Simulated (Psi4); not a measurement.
# GaNH3 (SMILES [NH2][GaH]) at 4 levels

Aim: a comparison of 4 runs (ROHF/cc-pV(D+d)Z, UHF/def2-SVP, UPBE0/3-21G, EOM-CCSD/DZVP) of GaNH3. 

The results are computed with Psi4 1.11.

2 further runs of the same task are left out: 1 that didn't finish, 1 set aside as unsound or not needed.

**1. The structure to begin with**

GaNH3: 5 atoms, total charge 0, spin state doublet. SMILES: `[NH2][GaH]`. The shape is that of a PBE0-D4/def2-TZVP optimisation. This is one conformer, not always the lowest.

Bond lengths: N1–Ga2 1.825 Å, N1–H3 1.008 Å, N1–H4 1.006 Å, Ga2–H5 1.594 Å. Angles: N1–Ga2–H5 116.9°, Ga2–N1–H3 123.8°, Ga2–N1–H4 124.3°, H3–N1–H4 111.9°.

**2. A single-point energy at ROHF/cc-pV(D+d)Z (run 1)**

Contents of input.json:

```json
{
  "schema_name": "qcschema_input",
  "schema_version": 1,
  "molecule": {
    "schema_name": "qcschema_molecule",
    "schema_version": 2,
    "symbols": ["N", "Ga", "H", "H", "H"],
    "geometry": [-0.40043297, -1.29257267, 0.12226528, 1.54107165, 1.47946658, 0.78801579, -1.78919269, -1.32526493, -1.1812678, -0.21769645, -2.96554721, 1.0053343, 0.96035882, 3.96445644, -0.81277121],
    "molecular_charge": 0,
    "molecular_multiplicity": 2,
    "fix_symmetry": "c1"
  },
  "driver": "energy",
  "model": {
    "method": "scf",
    "basis": "cc-pV(D+d)Z"
  },
  "keywords": {
    "reference": "rohf",
    "scf_type": "pk",
    "d_convergence": 1e-10,
    "maxiter": 80
  }
}
```

The run is started by

```
psi4 --qcschema input.json -n 1 --memory 1600MB
```

stdout:

```text
[...]
  Running in c1 symmetry.
[...]
  Nuclear repulsion =   95.419926978700360
[...]
  Multiplicity = 2
[...]
  Nalpha       = 21
  Nbeta        = 20
[...]
    Number of basis functions: 56
[...]
   @ROHF iter   1: -1978.77745636118016   -4.39751e+00   1.29590e-02 DIIS
[...]
   @ROHF iter  14: -1979.39180876041792   -4.54747e-13   5.33596e-11 DIIS
[...]
    Orbital Energies [Eh]
    ---------------------
    Doubly Occupied:
       1A   -378.870692     2A    -48.215871     3A    -42.545652
       4A    -42.544070     5A    -42.542955     6A    -15.531611
       7A     -6.415654     8A     -4.509453     9A     -4.505198
      10A     -4.504334    11A     -1.219883    12A     -1.210109
      13A     -1.209986    14A     -1.208404    15A     -1.204283
      16A     -1.087406    17A     -0.632301    18A     -0.588266
      19A     -0.454281    20A     -0.387509
    Singly Occupied:
      21A     -0.118767
[...]
  @ROHF Final Energy: -1979.39180876041792
   => Energetics <=
    Nuclear Repulsion Energy =             95.4199269787003601
    One-Electron Energy =               -2950.5427700304999235
    Two-Electron Energy =                 875.7310342913817749
    Total Energy =                      -1979.3918087604176890
[...]
 Multipole Moments:
 ------------------------------------------------------------------------------------
     Multipole            Electronic (a.u.)      Nuclear  (a.u.)        Total (a.u.)
 ------------------------------------------------------------------------------------
 L = 1.  Multiply by 2.5417464519 to convert [e a0] to [Debye]
 Dipole X            :          3.4585264           -3.5661113           -0.1075848
 Dipole Y            :          3.0152578           -3.3622894           -0.3470316
 Dipole Z            :          1.9988741           -1.9542468            0.0446274
 Magnitude           :                                                    0.3660561
[...]
```

The result, in JSON:

```text
{
 "driver": "energy",
 "model": {
  "method": "scf",
  "basis": "cc-pV(D+d)Z"
 },
 "success": true,
 "return_result": -1979.391808760418,
 "properties": {
  "calcinfo_nbasis": 56,
  "calcinfo_nmo": 56,
  "calcinfo_nalpha": 21,
  "calcinfo_nbeta": 20,
  "calcinfo_natom": 5,
  "nuclear_repulsion_energy": 95.41992697870036,
  "return_energy": -1979.391808760418,
  "scf_one_electron_energy": -2950.5427700305,
  "scf_two_electron_energy": 875.7310342913818,
  "scf_dipole_moment": [-0.10758484706062355, -0.3470315982372556, 0.044627383241022],
  "scf_total_energy": -1979.391808760418,
  "scf_iterations": 14
 }
}
```

It took 9 s on 1 thread of Intel Xeon Platinum 8259CL at 2.50GHz (Skylake/Cascade Lake), shared host; peak memory 0.41 GiB.

**3. Energy and forces at UHF/def2-SVP (run 2)**

Contents of input.dat:

```
memory 1600 mb

molecule {
  0 2
  N     -0.40043297    -1.29257267     0.12226528
  Ga     1.54107165     1.47946658     0.78801579
  H     -1.78919269    -1.32526493    -1.18126780
  H     -0.21769645    -2.96554721     1.00533430
  H      0.96035882     3.96445644    -0.81277121
  units bohr
  symmetry c1
}

set {
  basis def2-SVP
  reference uhf
  puream true
  e_convergence 1e-09
  d_convergence 1e-08
  scf_type pk
  maxiter 200
}

e, wfn = gradient("scf", return_wfn=True)
```

The run is started by

```
psi4 -n 1 input.dat output.dat
```

output.dat:

```text
[...]
  Running in c1 symmetry.
[...]
  Nuclear repulsion =   95.419926978700360
[...]
  Multiplicity = 2
[...]
  Nalpha       = 21
  Nbeta        = 20
[...]
    Number of basis functions: 61
[...]
   @UHF iter   1: -1977.75189444126295   -3.28300e+00   3.62941e-02 DIIS/ADIIS
[...]
   @UHF iter  15: -1979.13386760385060   -7.95808e-12   7.59343e-09 DIIS
[...]
   @S^2 Observed:                7.561916893E-01
[...]
  @UHF Final Energy: -1979.13386760385060
   => Energetics <=
    Nuclear Repulsion Energy =             95.4199269787003601
    One-Electron Energy =               -2951.1857624357990062
    Two-Electron Energy =                 876.6319678532479429
    Total Energy =                      -1979.1338676038506037
  UHF NO Occupations:
  HONO-2 :   19  A 1.9993241
  HONO-1 :   20  A 1.9978702
[...]
 Multipole Moments:
 ------------------------------------------------------------------------------------
     Multipole            Electronic (a.u.)      Nuclear  (a.u.)        Total (a.u.)
 ------------------------------------------------------------------------------------
 L = 1.  Multiply by 2.5417464519 to convert [e a0] to [Debye]
 Dipole X            :          3.4425951           -3.5661113           -0.1235162
 Dipole Y            :          3.0062444           -3.3622894           -0.3560450
 Dipole Z            :          1.9875933           -1.9542468            0.0333465
 Magnitude           :                                                    0.3783336
[...]
  -Total Gradient:
     Atom            X                  Y                   Z
    ------   -----------------  -----------------  -----------------
       1        0.001655531890     0.001869427969     0.000778735997
       2        0.000814898382    -0.000287068694     0.000871357948
       3       -0.003828491095     0.001391457771    -0.004234063169
       4        0.001693965303    -0.003667736259     0.003179006007
       5       -0.000335904515     0.000693919204    -0.000595036781
[...]
```

Wall time 5.1 s (1 thread of Intel Xeon Platinum 8259CL at 2.50GHz (Skylake/Cascade Lake), shared host); peak memory 0.23 GiB.

Run 3 isn't shown in full; the table further down has it.

**4. The vertical excitations at EOM-CCSD/DZVP (run 4)**

Contents of gah3n.xyz:

```xyz
5
GaH3N
N     -0.211900    -0.684000     0.064700
Ga     0.815500     0.782900     0.417000
H     -0.946800    -0.701300    -0.625100
H     -0.115200    -1.569300     0.532000
H      0.508200     2.097900    -0.430100
```

Contents of job.py:

```python
import psi4

psi4.set_memory('1600 MB')
psi4.set_num_threads(1)
psi4.core.set_output_file('run.log', False)

with open('gah3n.xyz') as f:
    atoms = ''.join(f.readlines()[2:])
m = psi4.geometry('0 2\n' + atoms + 'symmetry c1')

psi4.set_options({
    'basis': 'DZVP',
    'reference': 'uhf',
    'scf_type': 'pk',
    'freeze_core': True,
    'roots_per_irrep': [1],
})

e_tot, wfn = psi4.energy('eom-ccsd', molecule=m, return_wfn=True)
print(f'total energy {e_tot:.8f} hartree = {e_tot * 27.211386:.5f} eV')
```

The run is started by

```
python job.py
```

run.log:

```text
[...]
  Running in c1 symmetry.
[...]
  Nuclear repulsion =   95.419926874908640
[...]
  Multiplicity = 2
[...]
  Nalpha       = 21
  Nbeta        = 20
[...]
    Number of basis functions: 47
[...]
   @UHF iter   1: -1978.34720364487725   -4.47719e+00   1.91772e-02 DIIS/ADIIS
[...]
   @UHF iter  15: -1978.92544762751095   -4.09273e-12   6.53717e-09 DIIS
[...]
   @S^2 Observed:                7.566373764E-01
[...]
    Orbital Energies [Eh]
    ---------------------
    Alpha Occupied:
       1A   -378.930547     2A    -48.269779     3A    -42.626671
       4A    -42.626358     5A    -42.624100     6A    -15.518305
       7A     -6.474043     8A     -4.566737     9A     -4.566254
      10A     -4.562227    11A     -1.253185    12A     -1.245503
      13A     -1.244797    14A     -1.242637    15A     -1.240018
      16A     -1.097779    17A     -0.645511    18A     -0.616294
      19A     -0.480062    20A     -0.390535    21A     -0.306104
    Alpha Virtual:
      22A      0.050330    23A      0.099747    24A      0.138237
      25A      0.229317    26A      0.256374    27A      0.263839
[...]
  @UHF Final Energy: -1978.92544762751095
   => Energetics <=
    Nuclear Repulsion Energy =             95.4199268749086400
    One-Electron Energy =               -2948.0631366515731315
    Two-Electron Energy =                 873.7177621491537138
    Total Energy =                      -1978.9254476275109482
  UHF NO Occupations:
  HONO-2 :   19  A 1.9994027
  HONO-1 :   20  A 1.9975488
[...]
 Multipole Moments:
 ------------------------------------------------------------------------------------
     Multipole            Electronic (a.u.)      Nuclear  (a.u.)        Total (a.u.)
 ------------------------------------------------------------------------------------
 L = 1.  Multiply by 2.5417464519 to convert [e a0] to [Debye]
 Dipole X            :          3.4993387           -3.5661113           -0.0667726
 Dipole Y            :          3.1145788           -3.3622894           -0.2477107
 Dipole Z            :          1.9955423           -1.9542468            0.0412955
 Magnitude           :                                                    0.2598547
[...]
      * MP2 total energy                      = -1979.147918582657212
[...]
      * CCSD total energy                     = -1979.167435369413852
[...]
                     Excitation Energy              Total Energy
[...]
```

Standard output:

```text
total energy -1979.05640427 hartree = -53852.86773 eV
```

Run time: 9.3 s. Hardware: 1 thread of Intel Xeon Platinum 8259CL at 2.50GHz (Skylake/Cascade Lake), shared host; peak memory 0.21 GiB.

**5. The series**

| run | level | task | density convergence threshold | energy (Eh) | dipole moment (D) | wall time |
| --- | --- | --- | --- | --- | --- | --- |
| 1 | ROHF/cc-pV(D+d)Z | energy | 1e-10 | -1979.391809 | 0.93 | 9 s |
| 2 | UHF/def2-SVP | gradient | 1e-08 | -1979.133868 | 0.96 | 5.1 s |
| 3 | UPBE0/3-21G | energy | 1e-08 | -1971.303146 | 1.62 | 14 s |
| 4 | EOM-CCSD/DZVP | excited | – | -1979.167435 | – | 9.3 s |

**6. What came out**

| quantity | value |
| --- | --- |
| run 4: ground-state or mean-field energy | -1979.16744 Eh |
| run 4: HOMO energy (Hartree–Fock orbitals) (highest over α and β) | -8.33 eV |
| run 4: LUMO energy (Hartree–Fock orbitals) (lowest over α and β) | 1.08 eV |
| run 4: ⟨S²⟩ of the reference determinant | 0.757 |
| run 4: T1 diagnostic | 0.021 |
| run 4: lowest excitation energy | 3.02 eV |

In words: Over runs 1, 2, 3 the dipole moment (its size) runs from 0.93 D (ROHF/cc-pV(D+d)Z) to 1.62 D (UPBE0/3-21G). The two ends differ in method and basis. All runs together took 37 s, the longest 14 s.
